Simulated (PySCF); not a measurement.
# IrOF: relaxation and vibrations of the quintet

The task is one start of a wider search on IrOF: the quintet, from a bent start. It is relaxed, tested by its Hessian and followed downhill if it is a saddle.

Method: PBE0, basis Ir def2-TZVP with ECP60, O def2-TZVP, F def2-TZVP, scalar-relativistic core potentials, no spin–orbit coupling, density fitting; program: PySCF 2.14.0.

### Step 1. The starting structure

3 atoms, charge 0, spin multiplicity 5.

Bond lengths: Ir1–O2 1.720 Å, Ir1–F3 1.860 Å. Angles: O2–Ir1–F3 110.0°.

Z-matrix (Å, degrees; charge 0 multiplicity 5):
```
Ir
O  1 1.7200
F  1 1.8600 2 110.00
```

### Step 2. Bent start, quintet: relaxation

The steps below are one call of a driver around PySCF. For each, scf.py gives the equivalent set-up of the SCF; relaxations use the driver's own optimiser. Before each start the driver seeks the lowest SCF state from one or more starting densities and follows internal instabilities, so scf.py alone need not reach the same state.

The program finds Cs symmetry in the start, which this walk keeps.

Input file scf.py:

```python
from pyscf import gto, scf, dft
mol = gto.M(atom='''
Ir    -0.028123     0.000000    -0.158144
O     -1.437023     0.000000     0.828456
F      1.495477     0.000000     0.908756''',
    basis={'Ir': 'def2-TZVP', 'O': 'def2-TZVP', 'F': 'def2-TZVP'},
    ecp={'Ir': 'def2-TZVP'},
    charge=0, spin=4)
mf = dft.UKS(mol, xc='PBE0')
mf.grids.atom_grid = (50, 194)
aux = {'Ir': 'def2-universal-JKFIT', 'O': 'def2-universal-JKFIT', 'F': 'def2-universal-JKFIT'}
mf = mf.density_fit(auxbasis=aux)
mf.kernel()
```

Further steps of the session: Is it a minimum? Harmonic modes.

What does the calculation give? Wanted: minimum; geometry; wavenumbers; dipole moment; highest occupied, lowest empty level; polar-tensor charge of Ir1; zero-point energy; atomisation energy; ⟨S²⟩.

**Answer**, as computed:

| quantity | value |
| --- | --- |
| minimum | quintet, C∞v |
| geometry | Ir–F 1.923 Å, Ir–O 1.754 Å; F–Ir–O 180.0° |
| wavenumbers (cm⁻¹) | 108 (π), 624 (σ+), 894 (σ+) |
| dipole moment | 0.42 D |
| highest occupied, lowest empty level (either spin) | -8.03, -5.21 eV |
| polar-tensor charge of Ir1 | +1.23 e |
| zero-point energy | 10.4 kJ/mol |
| entropy at 298.15 K | 288.9 J/(mol K) |
| atomisation energy (no zero-point energy) | 843 kJ/mol |
| ⟨S²⟩ | 6.013 |

**Reading.** From Cs at the start the molecule goes to a C∞v minimum. In the infrared the band at 624 cm⁻¹ (σ+, stretch) leads. Most of the spin sits on Ir1 (Mulliken spin 2.93, against 4 for the whole molecule). Other starts or spin states, not run here, may lie lower. Open d and f shells are described by one determinant, and the ground state may have another occupation or spin. With an element this heavy the missing spin–orbit coupling can shift these numbers.
